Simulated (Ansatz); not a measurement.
**CH5ClGaNO: one species, many methods**

One table from this session's results is given with a row withheld; the runs are named, their logs left out.

Method: functionals in def2-TZVPP, the program's frozen cores in correlated methods; program: Ansatz 0.2.0, Gaussian basis.

The runs, in order: PBE-D4, r2SCAN-D4, PBE0-D4, B3LYP-D4, ωB97X-V, ωB97M-V, B2PLYP; CCSD(T)/def2-TZVPP; MP2/def2-QZVPP; extrapolation to the limit.

## Structure used throughout

All runs share one geometry, relaxed beforehand with PBE0-D4 in a triple-zeta def2 set.

SMILES `C[O][Ga]([NH2])[Cl]`, 10 atoms, charge 0, spin multiplicity 1.

Atoms are counted from 1 here; the program's logs count them from 0.

Bond lengths: C1–O2 1.408 Å, C1–H6 1.095 Å, C1–H7 1.095 Å, C1–H8 1.096 Å, O2–Ga3 1.767 Å, Ga3–N4 1.798 Å, Ga3–Cl5 2.139 Å, N4–H9 1.005 Å, N4–H10 1.006 Å. Angles: O2–C1–H6 109.6°, O2–C1–H7 109.6°, O2–C1–H8 113.2°, H6–C1–H7 108.2°, H6–C1–H8 108.1°, H7–C1–H8 108.1°, C1–O2–Ga3 124.2°, O2–Ga3–N4 120.5°, O2–Ga3–Cl5 118.5°, N4–Ga3–Cl5 120.9°, Ga3–N4–H9 121.0°, Ga3–N4–H10 121.0°, H9–N4–H10 112.5°.

The first run:

File in.yaml:

```yaml
crystal:
  periodic: [false, false, false]
  atoms:
    - {symbol: C, position_ang: [-0.813779, -0.261093, -1.779400]}
    - {symbol: O, position_ang: [0.274941, -0.134325, -0.896163]}
    - {symbol: Ga, position_ang: [0.116652, 0.141420, 0.841545]}
    - {symbol: N, position_ang: [1.575642, 0.377799, 1.864969]}
    - {symbol: Cl, position_ang: [-1.845789, 0.290455, 1.678156]}
    - {symbol: H, position_ang: [-0.768665, -1.233951, -2.279781]}
    - {symbol: H, position_ang: [-0.758396, 0.519961, -2.544812]}
    - {symbol: H, position_ang: [-1.785887, -0.179885, -1.279869]}
    - {symbol: H, position_ang: [1.514543, 0.347809, 2.868065]}
    - {symbol: H, position_ang: [2.490728, 0.131801, 1.527278]}
basis:
  gaussian: {orbitals: def2-TZVPP}
hamiltonian: {xc: pbe, dispersion: d4}
output: {forces: true, orbitals: {seedname: orbitals}}
```

On the command line:

```bash
$ ansatz run in.yaml --threads 2 --pin off --events-out ev --progress --plain --max-ram 32768MiB --backend cpu
```

Steps of the session up to this table: PBE-D4 (GGA); r2SCAN-D4 (meta-GGA); PBE0-D4 (hybrid); B3LYP-D4 (hybrid); ωB97X-V (range-separated); ωB97M-V (range-separated); B2PLYP (double hybrid); CCSD(T) in def2-TZVPP; MP2 in def2-QZVPP.

One table of the session follows, with a row left open; its other results are not shown here.

```
            method  atomisation energy (kJ/mol)
            PBE-D4                       3532.3
         r2SCAN-D4                       3473.6
           PBE0-D4                       3458.1
          B3LYP-D4                       3448.5
           ωB97X-V                       3484.8
           ωB97M-V                            ?
            B2PLYP                       3428.1
     HF/def2-TZVPP                       2418.9
    MP2/def2-TZVPP                       3467.7
   CCSD/def2-TZVPP                       3330.2
CCSD(T)/def2-TZVPP                       3389.3
           MP2/CBS                       3562.8
       CCSD(T)/CBS                       3484.3
```

**Question.** Estimate the row for ωB97M-V.

As computed: atomisation energy (kJ/mol): 3472.0. In the column «atomisation energy (kJ/mol)» it lies between MP2/def2-TZVPP (3467.7) and r2SCAN-D4 (3473.6).

Some runs used a GPU and others CPU threads alone; cost is compared among the CPU runs only.

Among the levels timed on like hardware, those that no quicker one beats, quickest first: PBE-D4 (4.8 s, +48.0 kJ/mol); PBE0-D4 (7.5 s, -26.2 kJ/mol); r2SCAN-D4 (8.5 s, -10.8 kJ/mol); ωB97X-V (16 s, +0.4 kJ/mol).

Caveats from the session: Free atoms (1 C, 1 O, 1 Ga, 1 N, 1 Cl, 5 H) were run apart at each level; the atomisation energy is their sum less the molecule, without zero-point or spin-orbit terms.
